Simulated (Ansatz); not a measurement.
# OTi: the cost of one run

Method: DFT unrestricted B3LYP, scalar-relativistic (X2C), Gaussian basis aug-cc-pwCVTZ-DK-on-Ti, aug-cc-pVTZ-DK, in Ansatz 0.2.0.

## (1) The starting structure

Bond lengths: Ti1–O2 1.620 Å.

Structure file:

```xyz
2

Ti    0.0000    0.0000    0.0000
O     0.0000    0.0000    1.6200
```

## (2) Relaxing the atoms: OTi

File input.yaml:

```yaml
relax:
  f_tol: 0.001
  max_steps: 200
crystal:
  periodic: [false, false, false]
  atoms:
    - { symbol: Ti, position_ang: [0.0, 0.0, 0.0] }
    - { symbol: O, position_ang: [0.0, 0.0, 1.62] }
magnetization:
  spin_polarized: true
  initial_magnetization: 2
basis:
  gaussian: { orbitals: aug-cc-pwCVTZ-DK-on-Ti_aug-cc-pVTZ-DK.json }
hamiltonian:
  xc: { name: B3LYP }
  pseudopotentials: { relativity: scalar }
output:
  orbitals: {}
```

Launch:

```
$ ansatz run input.yaml --threads 4 --pin off --max-ram 6144MiB --backend cpu --events-out ev --progress --plain --runs-dir out
```

Q: Estimate wall time and peak memory on 4 threads of Intel Xeon Platinum 8259CL at 2.50GHz (Skylake/Cascade Lake), shared host.

About 27 s, with a peak of 0.49 GiB.
